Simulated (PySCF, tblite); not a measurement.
# C₆H₆NO radical: geometry, infrared bands and EPR parameters

Aim: predict the infrared bands and EPR parameters of C₆H₆NO radical (`C=[C]c1nc(C)co1`).

Programs: tblite 0.8.0 and PySCF 2.14.0, with density-fitted response routines of our own. Each step states its level of theory. These are calculated values for one molecule in the gas phase, unless marked as measured. Atoms count from 0, in the outputs and in this text.

### Step 1. The starting structure

14 atoms, charge 0, multiplicity 2; geometry from: force field or distance geometry start.

Bonds of the start (Å): C0–C1 1.30, C1–C2 1.42, C2–N3 1.32, N3–C4 1.38, C4–C5 1.48, C4–C6 1.38, C6–O7 1.36, O7–C2 1.37, C0–H8 1.08, C0–H9 1.07, C5–H10 1.09, C5–H11 1.10, C5–H12 1.09, C6–H13 1.08.

### Step 2. Relaxing the molecule with GFN2-xTB

What the job is given:

```
{"job": {"kind": "relax", "xc": "GFN2-xTB", "basis": "xTB"}, "charge": 0, "multiplicity": 2}
C      1.704200    -1.964400    -2.413600
C      1.160500    -1.207500    -1.502800
C      0.590000    -0.400800    -0.489600
N     -0.700600    -0.211100    -0.266800
C     -0.712100     0.653800     0.813600
C     -1.986800     1.122900     1.390600
C      0.584300     0.965000     1.158000
O      1.431700     0.291700     0.332900
H      1.070700    -2.528600    -3.089600
H      2.767700    -2.033500    -2.509000
H     -1.809300     1.808600     2.225300
H     -2.567200     0.272000     1.768200
H     -2.583800     1.648000     0.649900
H      1.050100     1.583600     1.910700
```

Run with:

```bash
OMP_NUM_THREADS=1 python probes_run.py task.json out
```

One launch serves the whole session: the jobs run in the order shown.

**Question.** This job is followed by: GFN2-xTB harmonic vibrations, gas phase; UKS B3LYP, pcH-1 on C H N O, non-relativistic, mean-field spin-orbit, GIAO. What will the session give for the following? strongest single infrared mode (GFN2-xTB); zero-point energy (GFN2-xTB); g(iso) (B3LYP); ⟨S²⟩; largest a(iso) (averaged by class); surface potential, 1st and 99th percentile.

The runs gave:

```
                                 quantity                    value
strongest single infrared mode (GFN2-xTB)    1229 cm⁻¹, 159 km/mol
             zero-point energy (GFN2-xTB)            63.9 kcal/mol
                           g(iso) (B3LYP)                  2.00317
                                     ⟨S²⟩       0.776 (exact 0.75)
       largest a(iso) (averaged by class)  1H on H8, H9, 115.1 MHz
    surface potential, 1st and 99th percentile       -1.82 V and 1.35 V
```

The optimisation took 88 steps and gained 0.795 eV; among the close pairs (by a distance rule), C1–C2 changed most, from 1.415 to 1.343 Å. No mode is imaginary among the 36: a minimum at this level. The strongest single mode, at 1229 cm⁻¹, is spread over several atoms, C6, O7, C2, H13 among them. Unscaled tight-binding wavenumbers are off by several per cent, some by more. Its intensities can rank the bands wrongly. C1 carries the largest spin population, 0.61 e. The isotropic g lies 0.8 ppt above the free-electron value.
